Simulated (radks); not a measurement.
**C inside a hard spherical wall**

An exercise on one series of results from a longer session: the logs are not shown, and one member is left open.

Method: scalar-relativistic Kohn-Sham, r2SCAN, spin-polarised, spherical densities, finite nucleus; open shells are filled with parallel spins first. Code: radks (a radial shooting solver on a logarithmic mesh, Libxc functionals) version 1.

**What is computed**

* element: carbon (Z = 6)
* charge: 0
* electrons: 6
* configuration: [He] 2s2 2p2
* nuclear rms radius: 2.4702 fm

The outer shells:

C
```
[He] core
2s [↑↓]
2p [↑ ][↑ ][  ]
```

The first run:

Settings of this run:

```text
Z 6
configuration [He] 2s2 2p2 3s0 3p0 3d0
relativity scalar-relativistic
functional r2scan,r2scan
spin polarised
nucleus finite rms 2.4702 fm
c 137.035999084
```

Steps of the session up to this table: The free atom; Wall at 12 bohr; Wall at 10 bohr; Wall at 8 bohr; Wall at 7 bohr; Wall at 6 bohr; Wall at 5 bohr; Wall at 4 bohr; Wall at 3.5 bohr; Wall at 3 bohr; Wall at 2 bohr.

One of the session's tables, all rows but one given; the rest of the session is left out.

```
R (bohr)  E − E(free) (eV)  ε(2p) (eV)  ε(3s, empty) (eV)  ε(3p, empty) (eV)  ε(3d, empty) (eV)
    free             0.000      -6.382                  -                  -                  -
      12             0.000      -6.382              0.612              1.611              2.702
      10             0.000      -6.381              1.063              2.402              3.732
       8                 ?           ?                  ?                  ?                  ?
       7             0.024      -6.312              3.306              5.712              7.056
       6             0.103      -6.152              5.448              8.450              9.264
       5             0.461      -5.626              9.846             13.473             12.840
       4             2.208      -3.895             20.206             24.031             19.660
     3.5             4.981      -1.835             30.768             34.050             25.829
       3            11.537       2.041             49.276             50.769             35.881
       2            70.681      25.589             155.93             139.11             87.697
```

Q: Estimate the row for R (bohr) = 8 from the others.

Worked estimate for «E − E(free) (eV)». A straight line through the neighbours (10, 0.000) and (7, 0.024) gives 0.000 + (0.024 − 0.000) × (8 − 10) / (7 − 10) = 0.016; a parabola fitted to 4 rows on both sides gives 0.014.

As computed: E − E(free) (eV): 0.006; ε(2p) (eV): -6.361; ε(3s, empty) (eV): 2.150; ε(3p, empty) (eV): 4.090; ε(3d, empty) (eV): 5.562. In «E − E(free) (eV)» the line misses by +0.010 and the parabola by +0.008. Between these rows the values bend or scatter more than so simple an estimate can follow.

What this shows: Eigenvalues are for spin up. From R = 3 bohr inwards the highest occupied level lies above zero, pushed up by confinement. Shells are not refilled when levels cross, and a hard wall is a model, not a crystal.
